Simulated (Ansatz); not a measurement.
# LiH2: the cost of one run

Program: Ansatz 0.2.0. Level of theory: DFT PBE, scalar-relativistic, plane waves, PAW. These are calculated values, not measurements.

### 1 Starting point

Symmetry: I4/m, No. 87, tetragonal system. The conventional cell has a = 4.660 Å, b = 4.660 Å, c = 4.911 Å, α = 90.00°, β = 90.00°, γ = 90.00°. Li (site symmetry 2/m) has 2 H at 1.30 Å as nearest neighbours. H (site symmetry m) has 1 Li at 1.30 Å as nearest neighbours.

As a file:

```cif
data_structure
_symmetry_space_group_name_H-M 'I4/m'
_symmetry_Int_Tables_number 87
_cell_length_a 4.6599
_cell_length_b 4.6599
_cell_length_c 4.9111
_cell_angle_alpha 90.000
_cell_angle_beta 90.000
_cell_angle_gamma 90.000
_cell_volume 106.65
loop_
_atom_site_label
_atom_site_type_symbol
_atom_site_symmetry_multiplicity
_atom_site_Wyckoff_symbol
_atom_site_fract_x
_atom_site_fract_y
_atom_site_fract_z
_atom_site_occupancy
Li1 Li 4 c 0.50000 0.00000 0.00000 1
H1 H 8 h 0.37500 0.25000 0.00000 1
```

This is candidate A: random cell with space group I4/m (No. 87).

### 2 Rough relaxation on the coarse mesh (candidate A)

Contents of input.yaml:

```yaml
crystal:
  lattice:
    - [-2.3299656028, 2.3299656028, 2.4555691045]
    - [2.3299656028, -2.3299656028, 2.4555691045]
    - [2.3299656028, 2.3299656028, -2.4555691045]
  atoms:
    - { symbol: Li, position: [0.0, 0.5, 0.5] }
    - { symbol: Li, position: [0.5, 0.0, 0.5] }
    - { symbol: H, position: [0.25, 0.375, 0.625] }
    - { symbol: H, position: [0.375, 0.75, 0.125] }
    - { symbol: H, position: [0.625, 0.25, 0.875] }
    - { symbol: H, position: [0.75, 0.625, 0.375] }
basis:
  ecutwfc: 420
kpoints:
  mp_grid: { grid: [6, 6, 6] }
hamiltonian:
  xc: pbe
scf:
  occupations: { method: gaussian, width: 0.1 }
  lower_state_search: "off"
output:
  forces: true
  stress: true
  eigenvalues: true
relax:
  adjacent_minimum: "off"
  f_tol: 0.04
  max_steps: 70
  cell: { stress_tol: 0.4 }
```

Started as:

```sh
ansatz run input.yaml --threads 1 --pin off --max-ram 2560MiB --backend cpu --events-out ev --progress --plain --runs-dir out
```

Q: Estimate wall time and peak memory on 1 thread of Intel Xeon Platinum 8375C at 2.90GHz (Ice Lake), shared host.

About 18 s, with a peak of 0.37 GiB.
